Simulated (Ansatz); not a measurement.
# CH₅FSiZn: small, medium and large basis sets

How large a basis does CH₅FSiZn need? Two functionals are run in growing sets.

Computed with Ansatz 0.2.0, Gaussian basis. Level: one geometry, several basis sets.

Levels to be run: PBE0-D4/def2-SVP; ωB97M-V/def2-SVP; PBE0-D4/def2-QZVPP; ωB97M-V/def2-QZVPP; the functionals' def2-TZVPP values are taken from earlier runs.

**1. The relaxed structure**

All runs share one geometry, relaxed beforehand with PBE0-D4 in a triple-zeta def2 set.

SMILES `F[CH]([SiH3])[ZnH]`, 9 atoms, charge 0, spin multiplicity 1.

Atoms are counted from 1 here; the program's logs count them from 0.

Bond lengths: F1–C2 1.416 Å, C2–Si3 1.878 Å, C2–Zn4 1.976 Å, C2–H5 1.098 Å, Si3–H6 1.488 Å, Si3–H7 1.491 Å, Si3–H8 1.488 Å, Zn4–H9 1.539 Å. Angles: F1–C2–Si3 110.2°, F1–C2–Zn4 107.9°, F1–C2–H5 107.0°, Si3–C2–Zn4 113.6°, Si3–C2–H5 108.8°, Zn4–C2–H5 109.1°, C2–Si3–H6 110.7°, C2–Si3–H7 106.3°, C2–Si3–H8 113.2°, H6–Si3–H7 108.6°, H6–Si3–H8 108.6°, H7–Si3–H8 109.4°, C2–Zn4–H9 178.7°.

**2. PBE0-D4 in def2-SVP**

The input, in.yaml:

```yaml
crystal:
  periodic: [false, false, false]
  atoms:
    - {symbol: F, position_ang: [-1.414863, 0.963783, 0.921733]}
    - {symbol: C, position_ang: [-0.738471, 0.242508, -0.091317]}
    - {symbol: Si, position_ang: [1.083509, 0.697761, -0.103851]}
    - {symbol: Zn, position_ang: [-1.071010, -1.682926, 0.206351]}
    - {symbol: H, position_ang: [-1.184209, 0.539529, -1.049830]}
    - {symbol: H, position_ang: [1.739292, 0.276217, 1.163141]}
    - {symbol: H, position_ang: [1.696549, -0.061799, -1.231469]}
    - {symbol: H, position_ang: [1.323887, 2.153268, -0.300511]}
    - {symbol: H, position_ang: [-1.346086, -3.174641, 0.468852]}
basis:
  gaussian: {orbitals: def2-SVP}
hamiltonian: {xc: pbe0, dispersion: d4}
output: {orbitals: {seedname: orbitals}}
```

Further steps of the session: ωB97M-V in def2-SVP; PBE0-D4 in def2-QZVPP; ωB97M-V in def2-QZVPP.

Q: Predict the results of all the runs planned. Wanted: PBE0-D4: double and triple zeta above quadruple; ωB97M-V: double and triple zeta above quadruple.

As calculated:

| quantity | value |
| --- | --- |
| PBE0-D4: double and triple zeta above quadruple | 16.07, 1.65 eV |
| ωB97M-V: double and triple zeta above quadruple | 16.16, 1.59 eV |

In words: For PBE0-D4 the step from double to triple zeta gains 14.42 eV and the next only 1.65 eV. These are total energies; as a rule much of such shifts cancels in differences, which this series doesn't test. The LUMO of ωB97M-V is positive and keeps falling with the basis (1.72 to 0.33 eV): an unbound level that the basis holds in place.
